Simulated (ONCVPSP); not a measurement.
**An ONCV potential for Sn, from input to tests**

Do these settings give a usable potential? It is generated, then checked for transferability, scattering, ghosts and hardness.

The numbers are computed with ONCVPSP 4.0.1.1 (patched build) (PBE, scalar-relativistic, spin-unpolarised reference atom).

**1. The atom and the settings**

Typed settings, in words:

| Quantity | Value |
| --- | --- |
| element | tin (Sn, Z = 50) |
| type | optimised norm-conserving Vanderbilt (ONCV) |
| frozen core | [Kr] |
| valence charge | 14 |
| reference configuration | 4d10 5s1 5p3 |
| partial waves | 5s: rc 2.10 bohr, ncon 3, nbas 7, qcut 2.9 1/bohr, 3 projectors, debl 3.5 Ha; 5p: rc 2.45 bohr, ncon 4, nbas 8, qcut 2.9 1/bohr, 2 projectors, debl 1.4 Ha; 4d: rc 1.00 bohr, ncon 4, nbas 8, qcut 9.5 1/bohr, 1 projector |
| local potential | polynomial inside 0.85 bohr (lpopt 5, dvloc0 0 Ha) |
| core correction | Teter function fitted to the true core (icmod 2), fcfact 0.3 |

An earlier all-electron run gives the scale for the radii.

All-electron outer shells of the reference configuration (PBE, scalar-relativistic, ld1.x):

| shell | level (eV) | outermost node (bohr) | outermost maximum (bohr) |
| --- | --- | --- | --- |
| 4s | -135.48 | 0.40 | 0.74 |
| 4p | -91.24 | 0.41 | 0.79 |
| 4d | -27.32 | 0.39 | 0.88 |
| 5s | -11.41 | 0.98 | 1.99 |
| 5p | -4.32 | 1.09 | 2.52 |

**2. The generation run**

Sn.dat reads:

```
# ATOM AND REFERENCE CONFIGURATION
# atsym  z   nc   nv     iexc    psfile
  Sn 50.00    8    3        4      upf
#
#   n    l    f
    1    0    2.00
    2    0    2.00
    2    1    6.00
    3    0    2.00
    3    1    6.00
    3    2   10.00
    4    0    2.00
    4    1    6.00
    4    2   10.00
    5    0    1.00
    5    1    3.00
#
# PSEUDOPOTENTIAL AND OPTIMIZATION
# lmax
    2
#
#   l,   rc,      ep,       ncon, nbas, qcut
    0    2.10    0.00    3    7    2.90
    1    2.45    0.00    4    8    2.90
    2    1.00    0.00    4    8    9.50
#
# LOCAL POTENTIAL
# lloc, lpopt,  rc(5),   dvloc0
    4    5    0.85    0.00
#
# VANDERBILT-KLEINMAN-BYLANDER PROJECTORs
# l, nproj, debl
    0    3    3.50
    1    2    1.40
    2    1    1.20
#
# MODEL CORE CHARGE
# icmod, fcfact, rcfact
    2    0.30    0.85
#
# LOG DERIVATIVE ANALYSIS
# epsh1, epsh2, depsh
   -3.00    5.00    0.02
#
# OUTPUT GRID
# rlmax, drl
    6.00    0.01
#
# TEST CONFIGURATIONS
# ncnf
    4
# nvcnf
#   n    l    f
    3
    4    2   10.00
    5    0    2.00
    5    1    2.00
#
    3
    4    2   10.00
    5    0    2.00
    5    1    1.00
#
    3
    4    2   10.00
    5    0    2.00
    5    1    0.00
#
    3
    4    2    9.00
    5    0    2.00
    5    1    2.00
#
```

The run is started by

```sh
oncvpsp.x < Sn.dat > Sn.out
```

Before running it: what results should come out? Wanted: cutoffs for 1 and 0.1 mHa per electron, occupied waves; bound ghosts; GHOST(+) flags; largest test error; largest phase difference near zero energy, channels read; rms error of d²Exc/dn², without and with the model core.

As calculated:

| quantity | value |
| --- | --- |
| cutoffs for 1 and 0.1 mHa per electron, occupied waves | 44 Ha and 120 Ha |
| bound ghosts | s at -157.47 eV, p at -127.77 eV |
| GHOST(+) flags | s at 279 eV |
| largest test error (AE − PS) | -115 meV, for 4d9 5s2 5p2 |
| largest phase difference near zero energy, channels read | 0.001 rad |
| rms error of d²Exc/dn², without and with the model core | 4.43 and 1.26 mHa |

In words: It has a bound ghost (s, p), a state that the atom doesn't have, and that rules the file out. By total energies transferability is poor: the largest error is 115 meV on 25.7 eV, for 4d9 5s2 5p2. The potential is hard: the looser tolerance needs 44 Ha. The tighter tolerance needs 120 Ha, and converged work needs a cutoff nearer that. At the looser tolerance the 4d wave is the slowest; 5s needs 13 Ha. Near zero energy the phases of the channels with partial waves agree within 0.001 rad. The program also flags highly localised states, GHOST(+) (s).
